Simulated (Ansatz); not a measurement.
**C2H5F2NSi: one species, many methods**

The task here is to estimate one member of a computed series from the others.

Program: Ansatz 0.2.0, Gaussian basis. Level of theory: functionals in def2-TZVPP, the program's frozen cores in correlated methods. These are calculated values, not measurements.

Levels to be run: LDA (SPW92), PBE-D4, revPBE-D4, BLYP-D4, r2SCAN-D4, B97M-V, PBE0-D4, B3LYP-D4, r2SCANh-D4, r2SCAN0-D4, HSE06-D4, BHLYP-D4, CAM-B3LYP-D4, LC-ωPBE, ωB97X-V, ωB97M-V, B2PLYP, PBE-QIDH; CCSD(T)/def2-SVP; CCSD(T)/def2-TZVPP; MP2/def2-QZVPP; extrapolation to the limit; RPA on PBE.

### Structure used throughout

The geometry comes from an earlier relaxation with PBE0-D4 in a triple-zeta def2 set; it is a stationary point, not always the lowest conformer.

SMILES `F[Si]1(F)CCN1`, 11 atoms, charge 0, spin multiplicity 1.

Atoms are counted from 1 here; the program's logs count them from 0.

Bond lengths: F1–Si2 1.588 Å, Si2–F3 1.588 Å, Si2–C4 1.852 Å, Si2–N6 1.681 Å, C4–C5 1.556 Å, C4–H7 1.089 Å, C4–H8 1.089 Å, C5–N6 1.472 Å, C5–H9 1.094 Å, C5–H10 1.094 Å, N6–H11 1.003 Å. Angles: F1–Si2–F3 102.6°, F1–Si2–C4 119.2°, F1–Si2–N6 117.4°, F3–Si2–C4 119.2°, F3–Si2–N6 117.4°, C4–Si2–N6 81.3°, Si2–C4–C5 85.3°, Si2–C4–H7 116.7°, Si2–C4–H8 116.7°, C5–C4–H7 113.6°, C5–C4–H8 113.6°, H7–C4–H8 109.2°, C4–C5–N6 99.0°, C4–C5–H9 112.0°, C4–C5–H10 112.0°, N6–C5–H9 112.5°, N6–C5–H10 112.5°, H9–C5–H10 108.7° and more.

The first run:

Input file in.yaml:

```yaml
crystal:
  periodic: [false, false, false]
  atoms:
    - {symbol: F, position_ang: [0.109707, -0.952962, 2.358614]}
    - {symbol: Si, position_ang: [0.447272, -0.815853, 0.812694]}
    - {symbol: F, position_ang: [1.390120, -2.066811, 0.550644]}
    - {symbol: C, position_ang: [-0.921078, -0.449936, -0.381132]}
    - {symbol: C, position_ang: [-0.154523, 0.876720, -0.653493]}
    - {symbol: N, position_ang: [0.978766, 0.682059, 0.266239]}
    - {symbol: H, position_ang: [-0.995229, -1.097821, -1.253175]}
    - {symbol: H, position_ang: [-1.913588, -0.301980, 0.041596]}
    - {symbol: H, position_ang: [-0.753989, 1.755863, -0.398282]}
    - {symbol: H, position_ang: [0.163359, 0.959547, -1.697261]}
    - {symbol: H, position_ang: [1.714682, 1.354273, 0.374257]}
basis:
  gaussian: {orbitals: def2-TZVPP}
hamiltonian: {xc: lda}
output: {orbitals: {seedname: orbitals}}
```

Among the steps run: LDA; PBE-D4 (GGA); revPBE-D4 (GGA); BLYP-D4 (GGA); r2SCAN-D4 (meta-GGA); B97M-V (meta-GGA); PBE0-D4 (hybrid); B3LYP-D4 (hybrid); r2SCANh-D4 (hybrid); r2SCAN0-D4 (hybrid); HSE06-D4 (hybrid); BHLYP-D4 (hybrid); CAM-B3LYP-D4 (range-separated); LC-ωPBE (range-separated); ωB97X-V (range-separated); ωB97M-V (range-separated); B2PLYP (double hybrid); PBE-QIDH (double hybrid).

One of the session's tables, all rows but one given; the rest of the session is left out.

It belongs to the step «Orbital energies across the functionals». 

| functional | HOMO (eV) | LUMO (eV) | gap (eV) |
| --- | --- | --- | --- |
| LDA (SPW92) | -6.15 | 0.12 | 6.28 |
| PBE-D4 | -5.99 | 0.25 | 6.25 |
| revPBE-D4 | ? | ? | ? |
| BLYP-D4 | -5.87 | 0.23 | 6.10 |
| r2SCAN-D4 | -6.26 | 1.00 | 7.26 |
| B97M-V | -6.36 | 0.48 | 6.84 |
| PBE0-D4 | -7.43 | 1.07 | 8.50 |
| B3LYP-D4 | -7.18 | 0.73 | 7.91 |
| r2SCANh-D4 | -6.80 | 1.24 | 8.04 |
| r2SCAN0-D4 | -7.62 | 1.58 | 9.20 |
| HSE06-D4 | -7.02 | 0.71 | 7.73 |
| BHLYP-D4 | -8.78 | 1.67 | 10.45 |
| CAM-B3LYP-D4 | -8.86 | 1.83 | 10.69 |
| LC-ωPBE | -10.26 | 3.13 | 13.40 |
| ωB97X-V | -9.89 | 2.95 | 12.83 |
| ωB97M-V | -9.79 | 2.46 | 12.25 |

Estimate the missing values for revPBE-D4.

**Answer.** HOMO (eV): -5.93; LUMO (eV): 0.31; gap (eV): 6.24. In the column «HOMO (eV)» it lies between PBE-D4 (-5.99) and BLYP-D4 (-5.87).
